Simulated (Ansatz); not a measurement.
# RuF2 (CdI2 type): equation of state and elastic constants

An exercise on one series of results from a longer session: the logs are not shown, and one member is left open.

Program: Ansatz 0.2.0. Level of theory: DFT PBEsol, scalar-relativistic, plane waves, PAW. These are calculated values, not measurements.

## Starting point

Symmetry: P-3m1, No. 164, trigonal system. Conventional cell: a = 3.220 Å, b = 3.220 Å, c = 4.306 Å, α = 90.00°, β = 90.00°, γ = 120.00°. Ru (site symmetry -3m) is surrounded by 6 F at 2.09 Å. F (site symmetry 3m) has 3 Ru at 2.09 Å as nearest neighbours.

As a file:

```cif
data_structure
_symmetry_space_group_name_H-M 'P-3m1'
_symmetry_Int_Tables_number 164
_cell_length_a 3.2196
_cell_length_b 3.2196
_cell_length_c 4.3056
_cell_angle_alpha 90.000
_cell_angle_beta 90.000
_cell_angle_gamma 120.000
_cell_volume 38.65
loop_
_atom_site_label
_atom_site_type_symbol
_atom_site_symmetry_multiplicity
_atom_site_Wyckoff_symbol
_atom_site_fract_x
_atom_site_fract_y
_atom_site_fract_z
_atom_site_occupancy
Ru1 Ru 1 a 0.00000 0.00000 0.00000 1
F1 F 2 d 0.33333 0.66667 0.22231 1
```

An earlier run at PBEsol left this cell at 12.884 Å³/atom and 0.00 GPa (12×12×8 mesh).

Volume factors to run: 0.980, 1.020, 0.960, 1.040.

Set-up of the first run:

File input.yaml:

```yaml
crystal:
  lattice:
    - [3.1980164978, 0.0, 0.0]
    - [-1.5990082489, 2.7695635288, 0.0]
    - [0.0, 0.0, 4.2767290988]
  atoms:
    - { symbol: Ru, position: [0.0, 0.0, 0.0] }
    - { symbol: F, position: [0.3333333333, 0.6666666667, 0.2223063709] }
    - { symbol: F, position: [0.6666666667, 0.3333333333, 0.7776936291] }
basis:
  ecutwfc: 420
  ecutrho_ratio: 4
kpoints:
  mp_grid: { grid: [12, 12, 8] }
hamiltonian:
  xc: pbesol
scf:
  occupations: { method: gaussian, width: 0.05 }
output:
  forces: true
  stress: true
  eigenvalues: true
relax:
  f_tol: 0.01
  max_steps: 40
  cell: { stress_tol: 0.1, fix: [volume] }
```

Started as:

```
ansatz run input.yaml --threads 4 --pin off --max-ram 4096MiB --backend cpu --events-out ev --progress --plain --runs-dir out
```

Among the steps run: At 0.980 of the relaxed volume; Scaling the volume by 1.020; Volume × 0.960; Volume × 1.040.

One table of the session follows, with a row left open; its other results are not shown here.

It belongs to the step «Energy and pressure against volume». 

| volume (Å³/atom) | energy (meV/atom) | pressure (GPa) | gap (eV) |
| --- | --- | --- | --- |
| 12.369 | 0.71 | 0.56 | 0.47 |
| 12.626 | ? | ? | ? |
| 12.884 | 0.00 | 0.00 | 0.53 |
| 13.142 | 0.19 | -0.21 | 0.54 |
| 13.400 | 0.58 | -0.28 | 0.57 |

**Question.** Estimate the row for volume (Å³/atom) = 12.626.

Worked estimate for «energy (meV/atom)». A straight line through the neighbours (12.369, 0.71) and (12.884, 0.00) gives 0.71 + (0.00 − 0.71) × (12.626 − 12.369) / (12.884 − 12.369) = 0.36; a parabola fitted to 3 rows on both sides gives 0.17.

**Answer.** energy (meV/atom): 0.13; pressure (GPa): 0.21; gap (eV): 0.50. In «energy (meV/atom)» the line misses by +0.23 and the parabola by +0.04.
